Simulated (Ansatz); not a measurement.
# GeH3F (fluorogermane) at wB97M-V/STO-3G

What is the electronic atomisation energy of GeH3F (fluorogermane) at wB97M-V/STO-3G? 

The results are computed with Ansatz 0.2.0.

## 1. The structure to begin with

GeH3F has 5 atoms, charge 0, and is taken as a singlet. SMILES: `[F][GeH3]`. The coordinates come from a PBE0-D4/def2-TZVP relaxation.

Bond lengths: F1–Ge2 1.742 Å, Ge2–H3 1.533 Å, Ge2–H4 1.533 Å, Ge2–H5 1.533 Å. Angles: F1–Ge2–H3 106.2°, F1–Ge2–H4 106.2°, F1–Ge2–H5 106.3°, H3–Ge2–H4 112.5°, H3–Ge2–H5 112.5°, H4–Ge2–H5 112.5°.

## 2. The energy at wB97M-V/STO-3G

The input, in.yaml:

```yaml
crystal:
  periodic: [false, false, false]
  atoms:
    - {symbol: F, position_ang: [-1.046500, 0.474300, 1.162200]}
    - {symbol: Ge, position_ang: [0.068200, -0.041600, -0.072800]}
    - {symbol: H, position_ang: [1.331000, -0.512000, 0.658600]}
    - {symbol: H, position_ang: [-0.627800, -1.178000, -0.831200]}
    - {symbol: H, position_ang: [0.325100, 1.183600, -0.958100]}
basis:
  gaussian: {orbitals: STO-3G}
hamiltonian: {xc: {name: wB97M-V}}
accuracy: high
```

On the command line:

```console
$ ansatz run in.yaml --threads 1 --pin off --max-ram 2610MiB --events-out events.jsonl --progress --plain --runs-dir runs
```

Log:

```text
Warning: RAYON_NUM_THREADS=1 ignored (pool sized by the plan → 1); use --threads N
Functional definition: wB97M-V
  name "wB97M-V"
  parameter omega = 0.3/bohr
  parameter cx = 0.15
  parameter cx01 = 1.007
  parameter cx10 = 0.259
  parameter css00 = 0.443
  parameter css04 = -1.437
  parameter css10 = -4.535
  parameter css20 = -3.390
  parameter css43 = 4.278
  parameter cos00 = 1.000
  parameter cos10 = 1.358
  parameter cos20 = 2.924
  parameter cos21 = -8.812
  parameter cos60 = -1.390
  parameter cos61 = 9.142
  parameter b = 6.0
  parameter c = 0.01
  gx(w, u) = 1 - cx + cx01*u + cx10*w
  gss(w, u) = css00 + css04*u^4 + css10*w + css20*w^2 + css43*w^4*u^3
  gos(w, u) = cos00 + cos10*w + (cos20 + cos21*u)*w^2 + (cos60 + cos61*u)*w^6
  exchange = spin_sum(e_x_unif_sr(omega)*gx(b97_w, b97_u_x)) + cx*exact_x_sr(omega) + exact_x_lr(omega)
  correlation = spin_sum(e_c_pw_mod_same_spin*gss(b97_w, b97_u_same))
      + integral(e_c_pw_mod_opposite_spin*gos(b97_w_opposite, b97_u_opposite)) + vv10(b, c)
388 factors; integrals over basis functions are off by at most 2.2e-8 eV
127 factors; integrals over basis functions are off by at most 6.7e-10 eV
mean field evaluation 1: about -58593.0466 eV, gradient 1.7e1 eV
mean field evaluation 2: about -58594.2034 eV, gradient 1.0e1 eV
mean field evaluation 4: about -58594.5816 eV, gradient 2.2e-1 eV
mean field evaluation 8: about -58594.5563 eV, gradient 1.4e-3 eV
mean field evaluation 16: about -58594.5563 eV, gradient 4.8e-8 eV
mean field -58594.55625489 eV, -2153.3102255504 hartree, gradient 4.8e-8 eV, S^2 0.000000; 0 other end points of the search recorded, 0 dependent functions left out
reference -58594.55625709 eV, -2153.3102256315 hartree; 22, 22 occupied and 4, 4 virtual orbitals, 388 factors
Total energy: -58594.55625709 eV, -2153.3102256315 hartree
```

Run time: 19 s. Hardware: 1 thread of Arm Neoverse V1, shared host; peak memory 0.27 GiB.

## 3. The F atom

The input, job.yaml:

```yaml
crystal:
  periodic: [false, false, false]
  atoms:
    - {symbol: F, position_ang: [0.000000, 0.000000, 0.000000]}
basis:
  gaussian: {orbitals: STO-3G}
total_charge: 0
magnetization: {spin_polarized: true, initial_magnetization: 1}
hamiltonian: {xc: {name: wB97M-V}}
accuracy: high
```

Run the same way, it converges to -98.28239 Eh (log not shown).

## 4. The Ge atom

The input, input.yaml:

```yaml
crystal:
  periodic: [false, false, false]
  atoms:
    - {symbol: Ge, position_ang: [0.000000, 0.000000, 0.000000]}
basis:
  gaussian:
    orbitals: STO-3G
magnetization:
  spin_polarized: true
  initial_magnetization: 2
hamiltonian:
  xc: {name: wB97M-V}
accuracy: high
```

On the command line:

```console
$ ansatz run input.yaml --threads 1 --pin off --max-ram 2610MiB --events-out events.jsonl --progress --plain --runs-dir runs
```

Log, cut to the lines that bear on the results:

```text
Warning: RAYON_NUM_THREADS=1 ignored (pool sized by the plan → 1); use --threads N
[... 2 set-up lines as earlier in the session ...]
[...]
  gx(w, u) = 1 - cx + cx01*u + cx10*w
  gss(w, u) = css00 + css04*u^4 + css10*w + css20*w^2 + css43*w^4*u^3
  gos(w, u) = cos00 + cos10*w + (cos20 + cos21*u)*w^2 + (cos60 + cos61*u)*w^6
[...]
      + integral(e_c_pw_mod_opposite_spin*gos(b97_w_opposite, b97_u_opposite)) + vv10(b, c)
138 factors; integrals over basis functions are off by at most 4.5e-9 eV
52 factors; integrals over basis functions are off by at most 8.3e-10 eV
[...]
mean field -55863.24390578 eV, -2052.9363480706 hartree, gradient 6.2e-8 eV, S^2 2.205316; 7 other end points of the search recorded, 0 dependent functions left out
reference -55863.24390750 eV, -2052.9363481338 hartree; 17, 15 occupied and 1, 3 virtual orbitals, 138 factors
Total energy: -55863.24390750 eV, -2052.9363481338 hartree
```

It took 20 s on 1 thread of Arm Neoverse V1, shared host; peak memory 0.26 GiB.

## 5. The H atom

The input, run.yaml:

```yaml
crystal:
  periodic: [false, false, false]
  atoms:
    - {symbol: H, position_ang: [0.000000, 0.000000, 0.000000]}
basis:
  gaussian: {orbitals: STO-3G}
magnetization: {spin_polarized: true, initial_magnetization: 1}
hamiltonian: {xc: {name: wB97M-V}}
accuracy: high
```

On the command line:

```console
$ ansatz run run.yaml --threads 1 --pin off --max-ram 2610MiB --events-out events.jsonl --progress --plain --runs-dir runs
```

Log, cut to the lines that bear on the results:

```text
Warning: RAYON_NUM_THREADS=1 ignored (pool sized by the plan → 1); use --threads N
[... 2 set-up lines as earlier in the session ...]
[...]
  gx(w, u) = 1 - cx + cx01*u + cx10*w
  gss(w, u) = css00 + css04*u^4 + css10*w + css20*w^2 + css43*w^4*u^3
  gos(w, u) = cos00 + cos10*w + (cos20 + cos21*u)*w^2 + (cos60 + cos61*u)*w^6
[...]
      + integral(e_c_pw_mod_opposite_spin*gos(b97_w_opposite, b97_u_opposite)) + vv10(b, c)
1 factors; integrals over basis functions are off by at most 4.6e-10 eV
1 factors; integrals over basis functions are off by at most 2.9e-10 eV
[...]
mean field -12.42314868 eV, -0.4565422933 hartree, gradient 0.0e0 eV, S^2 0.750000; 0 other end points of the search recorded, 0 dependent functions left out
reference -12.42314998 eV, -0.4565423410 hartree; 1, 0 occupied and 0, 1 virtual orbitals, 1 factors
Total energy: -12.42314998 eV, -0.4565423410 hartree
```

It took 0.3 s on 1 thread of Arm Neoverse V1, shared host.

## 6. Outcome

Level: wB97M-V/STO-3G.

| quantity | value |
| --- | --- |
| molecule: total energy | -2153.31023 Eh |
| F atom: total energy | -98.28239 Eh |
| F atom: ⟨S²⟩ | 0.750 |
| Ge atom: total energy | -2052.93635 Eh |
| Ge atom: ⟨S²⟩ | 2.205 |
| H atom: total energy | -0.45654 Eh |
| H atom: ⟨S²⟩ | 0.750 |
| electronic atomisation energy | 19.643 eV |

Taking the molecule apart into free atoms costs 19.64 eV (1895 kJ/mol), before zero-point energy and without spin-orbit coupling. In a minimal basis such a difference can be off by several eV, whatever the method. ⟨S²⟩ (Ge atom) is 2.21 where a pure triplet has 2.00: the reference is spin-contaminated.
